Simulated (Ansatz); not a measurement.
Write a Python script for Ansatz 0.2.0 through its Python package that makes a cohesive energy from free atoms of Ca3Mg and its free atoms. Level of theory (first run): r2SCAN, PAW, cutoff 620 eV, Gaussian smearing of 0.02 eV.

Contents of `ca3mg_ca3mg.vasp`:
```text
Ca3Mg
1.0
   5.28881343    0.00000000    0.00000000
   0.00000000    5.28881343    0.00000000
   0.00000000    0.00000000    5.28881343
Ca Mg
3 1
Direct
   0.50000000    0.50000000    0.00000000
   0.50000000    0.00000000    0.50000000
   0.00000000    0.50000000    0.50000000
   0.00000000    0.00000000    0.00000000
```

Script `cohesive.py`:
```python
"""Cohesive energy of Ca3Mg from free atoms."""

from collections import Counter
import warnings

import ansatz as az
from ase.io import read


def counts(outcome):
    return Counter(site.symbol for site in outcome.lattice.sites)

UNPAIRED = {"Ca": 0, "Mg": 0}  # unpaired electrons of the free atoms


def ground_state(name, crystal):
    calc = (
        crystal.calculation()
        .functional("r2scan")
        .basis(620)
        .kpoints(spacing=0.33)
        .occupations("gaussian", width=0.02)
    )
    if name.endswith(" atom"):
        calc = calc.kpoints(1, 1, 1).occupations("fermi_dirac", width=0.01)
        if UNPAIRED[name.split()[0]]:
            calc = calc.spin("collinear")
        return calc.run(threads=1, pin="off")
    calc = calc.relax(force_tolerance=0.02, max_steps=40, cell=True)
    return calc.run(threads=1, pin="off")

warnings.simplefilter("ignore", az.DeckWarning)

phases = {}
atoms = read("ca3mg_ca3mg.vasp", format="vasp")
ca3mg = az.Crystal.from_ase(atoms)
phases["Ca3Mg"] = ca3mg
# a box with unlike edges lets an open shell break the spherical symmetry
for element, moment in UNPAIRED.items():
    phases[f"{element} atom"] = az.Lattice.orthorhombic(9.0, 9.5, 10.0).atom(element, (0.5, 0.5, 0.5), moment=moment or None)

done = {}
for name, crystal in phases.items():
    done[name] = ground_state(name, crystal)
    print(f"{name}: {done[name].report['energy_sigma0_ev']:.4f} eV, {len(done[name].lattice.sites)} atoms")

print({element: round(done[f"{element} atom"].report["magnetization_mub"], 2) for element in UNPAIRED}, "muB on the free atoms")
solid = done["Ca3Mg"]
n = counts(solid)
binding = (sum(k * done[f"{e} atom"].report["energy_sigma0_ev"] for e, k in n.items()) - solid.report["energy_sigma0_ev"]) / sum(n.values())
print(f"cohesive energy {binding:.3f} eV/atom = {96.4853 * binding:.0f} kJ/mol of atoms (no zero-point energy)")
```

```console
$ python cohesive.py
Ca3Mg: -7391.5421 eV, 4 atoms
Ca atom: -1819.6637 eV, 1 atoms
Mg atom: -1924.7108 eV, 1 atoms
{'Ca': 0.0, 'Mg': 0.0} muB on the free atoms
cohesive energy 1.960 eV/atom = 189 kJ/mol of atoms (no zero-point energy)
```

Reading the output:
- Total energies depend on the potentials; only differences at equal settings carry meaning.
- Other magnetic orders than the one started from may lie lower.
- For the metals among these phases the mesh is modest: differences between phases can be off by up to 40 meV an atom.
- r2SCAN tends to overestimate the moments of itinerant magnets.
- The cells come from databases of deposited and of computed structures, and not all need be stable phases.
- Free atoms in a box carry small image and symmetry errors, and spin-orbit coupling is left out.
- The whole script took 76 s on 1 thread of Arm Neoverse V1, on a shared host, peak memory 2.2 GiB.

(Lines on the test bed's own set-up are left out of the output.)
